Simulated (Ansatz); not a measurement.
# LiSc4: the cost of one run

Program: Ansatz 0.2.0. Level of theory: DFT PBE, scalar-relativistic, plane waves, PAW. These are calculated values, not measurements.

**1. The starting structure**

It takes space group Pm-3m (No. 221, cubic). Conventional cell: a = 4.413 Å, b = 4.413 Å, c = 4.413 Å, α = 90.00°, β = 90.00°, γ = 90.00°. Around Li (site symmetry m-3m) lie 12 Sc at 3.12 Å. Sc (site symmetry 4/mmm) is surrounded by 2 Sc at 2.21 Å. Around Sc (site symmetry m-3m) lie 6 Sc at 2.21 Å.

Coordinates:

```cif
data_structure
_symmetry_space_group_name_H-M 'P 1'
_symmetry_Int_Tables_number 1
_cell_length_a 4.4126
_cell_length_b 4.4126
_cell_length_c 4.4126
_cell_angle_alpha 90.000
_cell_angle_beta 90.000
_cell_angle_gamma 90.000
_cell_volume 85.92
loop_
_atom_site_label
_atom_site_type_symbol
_atom_site_fract_x
_atom_site_fract_y
_atom_site_fract_z
_atom_site_occupancy
Li1 Li 0.00000 0.00000 0.00000 1
Sc1 Sc 0.00000 0.50000 0.50000 1
Sc2 Sc 0.50000 0.00000 0.50000 1
Sc3 Sc 0.50000 0.50000 0.00000 1
Sc4 Sc 0.50000 0.50000 0.50000 1
```

Recipe of the guess: random cell by space group and Wyckoff sites (Pm-3m, No. 221). Its size is a rough estimate.

**2. Probe: one point on a coarse mesh**

Input file input.yaml:

```yaml
crystal:
  lattice:
    - [4.4125583, 0.0, 0.0]
    - [0.0, 4.4125583, 0.0]
    - [0.0, 0.0, 4.4125583]
  atoms:
    - { symbol: Li, position: [0.0, 0.0, 0.0] }
    - { symbol: Sc, position: [0.0, 0.5, 0.5] }
    - { symbol: Sc, position: [0.5, 0.0, 0.5] }
    - { symbol: Sc, position: [0.5, 0.5, 0.0] }
    - { symbol: Sc, position: [0.5, 0.5, 0.5] }
basis:
  ecutwfc: 420
kpoints:
  mp_grid: { grid: [4, 4, 4] }
hamiltonian:
  xc: pbe
scf:
  occupations: { method: gaussian, width: 0.1 }
  lower_state_search: "off"
output:
  forces: true
  stress: true
  eigenvalues: true
```

Run with:

```sh
$ ansatz run input.yaml --threads 1 --pin off --max-ram 2048MiB --backend cpu --events-out ev --progress --plain --runs-dir out
```

**Question.** How long does this run take on 1 thread of Arm Neoverse V2, shared host, and how much memory does it need?

About 1.5 s, with a peak of 0.32 GiB.
